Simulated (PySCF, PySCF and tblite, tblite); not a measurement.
# C₆H₆F+: a path driven as a shift of bonds, and NMR exchange, part 2 of 2

PySCF and tblite. Atoms count from 0. The steps go on from the part before.

### Step 11. Shieldings, end: revPBE/pcSseg-1

What the job is given:

```
{"job": {"kind": "nmr", "xc": "revPBE", "basis": "pcSseg-1", "pop": false}, "charge": 1, "multiplicity": 1}
F     -2.285730    -0.910759    -0.869077
C     -1.186891    -0.375628    -0.457249
C     -0.129005    -1.295152    -0.030407
C      1.118204    -0.669588     0.432913
C      1.257714     0.686633     0.456734
C      0.179315     1.502831     0.026789
C     -1.038942     0.993444    -0.429080
H     -0.535001    -1.973461     0.752778
H      0.079892    -2.013810    -0.853676
H      1.929040    -1.328101     0.757796
H      2.182850     1.152498     0.800338
H      0.305403     2.590256     0.051913
H     -1.853458     1.643101    -0.755159
```

Log:

```text
coarse grid: 11328 points
cycle   1  E = -331.5458059806  dE =  1.180e+00  |g| = 5.227e-01  |ddm| = 3.477e+00
cycle   2  E = -331.3321493557  dE =  2.137e-01  |g| = 1.077e+00  |ddm| = 1.141e+00
cycle   3  E = -331.5820514731  dE = -2.499e-01  |g| = 2.664e-01  |ddm| = 9.370e-01
cycle   4  E = -331.6011695670  dE = -1.912e-02  |g| = 9.589e-02  |ddm| = 3.486e-01
cycle   5  E = -331.6032240791  dE = -2.055e-03  |g| = 3.454e-02  |ddm| = 9.913e-02
cycle   6  E = -331.6034852017  dE = -2.611e-04  |g| = 1.328e-02  |ddm| = 3.708e-02
cycle   7  E = -331.6035251799  dE = -3.998e-05  |g| = 6.876e-03  |ddm| = 1.591e-02
cycle   8  E = -331.6035385310  dE = -1.335e-05  |g| = 7.524e-04  |ddm| = 5.956e-03
cycle   9  E = -331.6035386424  dE = -1.114e-07  |g| = 3.724e-04  |ddm| = 8.078e-04
final grid: 111088 points
cycle  10  E = -331.6596107873  dE = -4.468e-05  |g| = 9.484e-03  |ddm| = 4.839e-02
cycle  11  E = -331.6595823785  dE =  2.841e-05  |g| = 1.408e-02  |ddm| = 2.209e-02
cycle  12  E = -331.6596303004  dE = -4.792e-05  |g| = 4.609e-03  |ddm| = 1.507e-02
cycle  13  E = -331.6596352904  dE = -4.990e-06  |g| = 7.868e-04  |ddm| = 4.911e-03
cycle  14  E = -331.6596354442  dE = -1.538e-07  |g| = 3.638e-04  |ddm| = 9.859e-04
cycle  15  E = -331.6596354761  dE = -3.195e-08  |g| = 5.598e-05  |ddm| = 3.096e-04
cycle  16  E = -331.6596354762  dE = -1.014e-10  |g| = 5.116e-05  |ddm| = 8.457e-05
cycle  17  E = -331.6596354770  dE = -7.680e-10  |g| = 8.591e-06  |ddm| = 4.824e-05
converged SCF energy = -331.6596354770

GIAO shielding tensors (ppm)
atom      isotropic    diamagn.    paramagn.     s11        s22        s33       span
  0 F      116.819     472.562    -355.743    -51.538     14.710    387.285    438.823
  1 C      -25.531     253.776    -279.307   -144.225    -10.419     78.052    222.277
  2 C      134.056     255.220    -121.164     96.210    142.597    163.361     67.151
  3 C        6.689     255.946    -249.257   -107.497    -31.876    159.440    266.937
  4 C       43.278     252.238    -208.960    -62.531     20.289    172.076    234.606
  5 C        0.351     254.278    -253.927   -111.486    -49.408    161.949    273.435
  6 C       55.323     254.935    -199.612    -26.327     31.905    160.391    186.718
  7 H       26.483      26.563      -0.080     21.767     25.467     32.215     10.448
  8 H       26.473      26.529      -0.055     21.752     25.483     32.185     10.434
  9 H       22.786      28.927      -6.141     21.002     21.066     26.290      5.289
 10 H       23.110      29.078      -5.968     21.209     22.405     25.716      4.507
 11 H       22.134      28.548      -6.414     19.844     20.715     25.844      6.000
 12 H       23.499      28.641      -5.142     20.954     22.916     26.627      5.673
```

Run time: 23 s. Hardware: 1 thread of Arm Neoverse V1, shared host; peak memory 0.59 GiB.

This run: HOMO -12.19 eV, LUMO -9.35 eV.

### Step 12. The path in numbers

What the job is given:

```
{"job": {"smiles": "FC1C=C[CH+]C=C1", "charge": 1, "mult": 1, "motion": "shift", "what": "1,2-shift in an arenium ion", "atoms": [7, 1, 2], "drives": [{"terms": [["d", [7, 1], 1], ["d", [7, 2], -1]], "neg": true, "n": 14}], "study": "path", "level": {"kind": "nmr", "xc": "revPBE", "basis": "pcSseg-1"}, "fields": [80, 360, 700], "first": 2, "seed": 882, "refine": {"xc": "PBE0", "basis": "def2-SVP"}, "kind": "path"}, "charge": 1, "multiplicity": 1}
F     -2.039061    -1.042854    -1.185335
C     -1.110106    -0.561691    -0.339497
C      0.122724    -1.346357    -0.217252
C      1.259881    -0.734879     0.239780
C      1.285222     0.651720     0.440402
C      0.163752     1.456039     0.197662
C     -1.000326     0.898534    -0.260635
H     -1.529264    -0.751034     0.701643
H      0.083408    -2.397933    -0.468984
H      2.163814    -1.310665     0.378052
H      2.213902     1.121935     0.735972
H      0.243086     2.528434     0.304444
H     -1.861419     1.489238    -0.543980
```

Log:

```text
stationary points (kcal/mol above the start)
  n  kind          group   xTB      DFT    lowest mode
  0  minimum      Cs       0.00     0.00     171.0
  1  saddle       C1       3.79     3.62    -725.9
  2  minimum      Cs     -18.21   -18.74     161.9

GFN2-xTB energies: T/K, barrier G, reaction G (kcal/mol), k forward, k back (1/s)
 150.00     2.61   -17.50   9.84e+08    3.1e-17
 200.00     2.65   -17.52   1.07e+10   7.73e-10
 250.00     2.69   -17.53   4.62e+10   2.17e-05
 298.15     2.75   -17.55    1.2e+11     0.0165
 350.00     2.82   -17.56   2.53e+11       2.73
 400.00     2.90   -17.58   4.34e+11        108
 500.00     3.09   -17.59   9.33e+11    1.9e+04

PBE0-D3(BJ)/def2-SVP energies: T/K, barrier G, reaction G (kcal/mol), k forward, k back (1/s)
 150.00     1.27   -18.42   8.88e+10   1.27e-16
 200.00     1.30   -18.44   3.14e+11   2.23e-09
 250.00     1.35   -18.45   6.88e+11   5.07e-05
 298.15     1.41   -18.47   1.16e+12     0.0335
 350.00     1.48   -18.48   1.74e+12          5
 400.00     1.56   -18.50   2.35e+12        184
 500.00     1.74   -18.51    3.6e+12   2.91e+04

revPBE/pcSseg-1 + D3(BJ) energies: T/K, barrier G, reaction G (kcal/mol), k forward, k back (1/s)
 150.00     2.45   -18.03    1.7e+09   9.11e-18
 200.00     2.48   -18.04   1.61e+10   3.09e-10
 250.00     2.53   -18.06    6.4e+10   1.04e-05
 298.15     2.59   -18.08   1.58e+11    0.00889
 350.00     2.66   -18.09    3.2e+11       1.62
 400.00     2.74   -18.10   5.33e+11       68.5
 500.00     2.92   -18.12    1.1e+12   1.32e+04
```

It took 3.4 min on 1 thread of Arm Neoverse V1, shared host; peak memory 0.6 GiB. This counts the whole study up to here.

Barriers by level (kcal/mol; entropies in cal/(mol K)). Zero-point and thermal terms come from xTB in every row. ΔG‡ leaves symmetry out; the rate counts equivalent paths (a factor of 2); effective ΔG‡, where given, is the barrier that would give that rate by Eyring's equation alone:

```csv
level,ΔE‡,with zero-point,ΔH‡,ΔS‡,ΔG‡ (298 K),ΔE of reaction,k at 298 K (1/s),effective ΔG‡
GFN2-xTB,3.79,2.57,2.35,-1.3,2.75,-18.21,1.2e+11,2.34
PBE0-D3(BJ)/def2-SVP,2.44,1.23,1.01,-1.3,1.41,-19.13,1.2e+12,1.00
revPBE/pcSseg-1 + D3(BJ),3.62,2.41,2.19,-1.3,2.59,-18.74,1.6e+11,2.18
```

Sites that the driver pairs across this motion, and where their lines would merge (no couplings; faster rotations or exchange between molecules can average them sooner):

```
nucleus                                            sites: shielding (ppm)  proton frequency (MHz)  spread (Hz)  coalescence (K)  lines at 298 K
    19F                                        F0: 334.6; F0 (end): 116.8                     700       143492        not given               –
    13C                     C2, C6: -4.5; C2 (end): 134.1; C6 (end): 55.3                     700        24397        not given               –
    13C                                         C1: 70.6; C1 (end): -25.5                     700        16917        not given               –
    13C                        C3, C5: 39.4; C3 (end): 6.7; C5 (end): 0.4                     700         6874        not given               –
    13C                                          C4: 11.5; C4 (end): 43.3                     700         5588        not given               –
     1H  H7: 25.14; H8, H12: 21.82; H7, H8 (end): 26.48; H12 (end): 23.50                     700         3261        not given               –
     1H                                      H10: 22.37; H10 (end): 23.11                     700          517        not given               –
     1H                 H9, H11: 22.82; H9 (end): 22.79; H11 (end): 22.13                     700          480        not given               –
```

A dash: the driver gave no coalescence for this row (it judged the minor form too scarce).

Rows that set an atom against itself at the end compare its shielding in the two forms.

### Step 13. Results

The summary covers parts 1 to 2.

| quantity | value |
| --- | --- |
| barrier (revPBE/pcSseg-1 + D3(BJ)) | ΔE‡ 3.6, ΔG‡(298 K) 2.6 kcal/mol |
| barrier (GFN2-xTB) | ΔE‡ 3.8 kcal/mol |
| rate at 298 K | 1.6e+11 s⁻¹ |
| end of the path | -18.7 kcal/mol from the start |

**Reading.** DFT puts the top 3.6 kcal/mol above the start (xTB: 3.8); the rate from the DFT barrier is 1.6e+11 s⁻¹ at 298 K. An error of 1.4 kcal/mol changes that rate tenfold. The moving atom is hydrogen and the barrier is narrow, so tunnelling, which is left out, should speed the exchange.
